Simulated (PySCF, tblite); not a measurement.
# C5H12BNSi2: geometry, infrared bands and NMR shifts

What infrared bands and NMR shifts should C5H12BNSi2 (`C#C[C@@H](B[Si@H](N)[SiH3])C=C`) show?

Programs: tblite 0.8.0 and PySCF 2.14.0, with density-fitted response routines of our own. Each step states its level of theory. These are calculated values for one molecule in the gas phase, unless marked as measured. Atoms count from 0, in the outputs and in this text.

## (1) The starting structure

21 atoms, charge 0, multiplicity 1; geometry from: force field or distance geometry start.

Bonds of the start (Å): C0–C1 1.21, C1–C2 1.46, C2–B3 1.58, B3–Si4 1.94, Si4–N5 1.76, Si4–Si6 2.25, C2–C7 1.49, C7–C8 1.34, C0–H9 1.07, C2–H10 1.09, B3–H11 1.20, Si4–H12 1.48, N5–H13 1.05, N5–H14 1.06, Si6–H15 1.48, Si6–H16 1.47, Si6–H17 1.47, C7–H18 1.08, C8–H19 1.08, C8–H20 1.09.

## (2) Relaxing the molecule with GFN2-xTB

Job settings and geometry (Å):

```
{"job": {"kind": "relax", "xc": "GFN2-xTB", "basis": "xTB"}, "charge": 0, "multiplicity": 1}
C      1.809700     2.887300    -0.565100
C      1.613300     1.748100    -0.197200
C      1.391600     0.382700     0.264000
B      0.113100    -0.270600    -0.401600
Si    -1.720600     0.218200    -0.013300
N     -1.919100     1.335400     1.327700
Si    -2.890100    -1.682500     0.254600
C      2.563000    -0.424300    -0.182600
C      2.706200    -1.650500     0.327200
H      1.962300     3.890200    -0.906300
H      1.247900     0.368100     1.348400
H      0.277700    -0.894000    -1.410600
H     -2.302500     0.848800    -1.214900
H     -2.913500     1.679900     1.304900
H     -1.332600     2.196700     1.136200
H     -2.266000    -2.560300     1.271800
H     -4.266700    -1.385900     0.671500
H     -2.850900    -2.370300    -1.048100
H      3.268100    -0.033000    -0.902800
H      3.536100    -2.277900     0.044600
H      1.964100    -1.989200     1.045800
```

Started as:

```sh
OMP_NUM_THREADS=1 python probes_run.py task.json out
```

One launch serves the whole session: the jobs run in the order shown.

**Question.** This job is followed by: GFN2-xTB harmonic vibrations, gas phase; GIAO PBE0/pcSseg-1 NMR shielding, non-relativistic, gas phase. Predict these results of the whole session: strongest single infrared mode (GFN2-xTB); zero-point energy (GFN2-xTB); 13C shifts against TMS (PBE0/pcSseg-1); 1H shifts against TMS (PBE0/pcSseg-1, means over atoms taken as alike); 11B shifts against BF3·OEt2 (PBE0/pcSseg-1); 29Si shifts against TMS (PBE0/pcSseg-1); 15N shifts against NH3 (PBE0/pcSseg-1).

The runs gave:

| quantity | value |
| --- | --- |
| strongest single infrared mode (GFN2-xTB) | 787 cm⁻¹, 714 km/mol |
| zero-point energy (GFN2-xTB) | 92.3 kcal/mol |
| 13C shifts against TMS (PBE0/pcSseg-1) | 147.5, 119.5, 90.5, 77.7, 41.8 ppm |
| 1H shifts against TMS (PBE0/pcSseg-1, means over atoms taken as alike) | 7.79, 6.32, 5.68, 5.36, 5.28, 4.60, 3.36, 2.04, -0.05 ppm |
| 11B shifts against BF3·OEt2 (PBE0/pcSseg-1) | 83.4 ppm |
| 29Si shifts against TMS (PBE0/pcSseg-1) | -53.6, -118.9 ppm |
| 15N shifts against NH3 (PBE0/pcSseg-1) | -2.0 ppm |

What this shows: Relaxing lowered the energy by 0.628 eV in 121 steps; the close pair that moved most is Si4–Si6, from 2.248 to 2.327 Å. All 57 modes are real, so the xTB geometry is a minimum. The strongest single mode, at 787 cm⁻¹, has its largest shares on H15, H17 and H16 (the list is cut at 3 atoms). Unscaled tight-binding wavenumbers are off by several per cent, some by more. Its intensities can rank the bands wrongly. The most deshielded carbon is C7 (alkene CH), at 147.5 ppm: the olefinic region. At PBE0/pcSseg-1: The widest tensor belongs to C1: span 292 ppm, with a paramagnetic part of -159 ppm.
